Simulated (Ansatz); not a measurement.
What does this script print? It uses Ansatz 0.2.0 through its Python package.

Script `cohesive.py`:
```python
from collections import Counter
import warnings

import ansatz

PHASES = {
    "K3Li": (
        [[6.185197, 0.0, 0.0], [0.0, 6.185197, 0.0], [0.0, 0.0, 6.185197]],
        [
            ("K", [0.0, 0.5, 0.5]),
            ("K", [0.5, 0.0, 0.5]),
            ("K", [0.5, 0.5, 0.0]),
            ("Li", [0.0, 0.0, 0.0]),
        ],
    ),
}


def build(vectors, sites):
    crystal = ansatz.Crystal(lattice=ansatz.Lattice.of(vectors))
    for symbol, position in sites:
        crystal = crystal.atom(symbol, position)
    return crystal


def counts(outcome):
    return Counter(site.symbol for site in outcome.lattice.sites)

UNPAIRED = {"K": 1, "Li": 1}  # unpaired electrons of the free atoms


def run_phase(name, crystal):
    calc = (
        crystal.calculation()
        .functional("PBEsol")
        .basis(460)
        .kpoints(spacing=0.33)
        .occupations("fermi_dirac", width=0.02)
    )
    if name.endswith(" atom"):
        calc = calc.kpoints(1, 1, 1).occupations("fermi_dirac", width=0.01)
        if UNPAIRED[name.split()[0]]:
            calc = calc.spin("collinear")
        return calc.run(threads=1, pin="off")
    calc = calc.relax(force_tolerance=0.01, cell=True)
    return calc.run(threads=1, pin="off")

warnings.simplefilter("ignore", ansatz.DeckWarning)

phases = {name: build(*cell) for name, cell in PHASES.items()}
for element, moment in UNPAIRED.items():
    phases[f"{element} atom"] = ansatz.Lattice.orthorhombic(10.0, 10.5, 11.0).atom(element, (0.5, 0.5, 0.5), moment=moment or None)

done = {name: run_phase(name, crystal) for name, crystal in phases.items()}

for element in UNPAIRED:
    atom = done[f"{element} atom"].report
    print(f"{element} atom: {atom['energy_sigma0_ev']:.4f} eV, moment {atom['magnetization_mub']:.2f} muB")
solid = done["K3Li"]
n = counts(solid)
binding = (sum(k * done[f"{e} atom"].report["energy_sigma0_ev"] for e, k in n.items()) - solid.report["energy_sigma0_ev"]) / sum(n.values())
print(f"cohesive energy {binding:.3f} eV/atom = {96.4853 * binding:.0f} kJ/mol of atoms (no zero-point energy)")
```

```console
$ python cohesive.py
K atom: -1515.1487 eV, moment 1.00 muB
Li atom: -201.3324 eV, moment 1.00 muB
cohesive energy 0.959 eV/atom = 93 kJ/mol of atoms (no zero-point energy)
```

What to keep in mind:
- Total energies depend on the potentials; only differences at equal settings carry meaning.
- Other magnetic orders than the one started from may lie lower.
- For the metals among these phases the mesh is modest: differences between phases can be off by up to 40 meV an atom.
- The cells come from databases of deposited and of computed structures, and not all need be stable phases.
- Free atoms in a box carry small image and symmetry errors, and spin-orbit coupling is left out.
- The script silences the warnings on its input, which a real study should read.
- Timing: 57 s on 1 thread of Arm Neoverse V2 (shared host), peak memory 0.9 GiB.
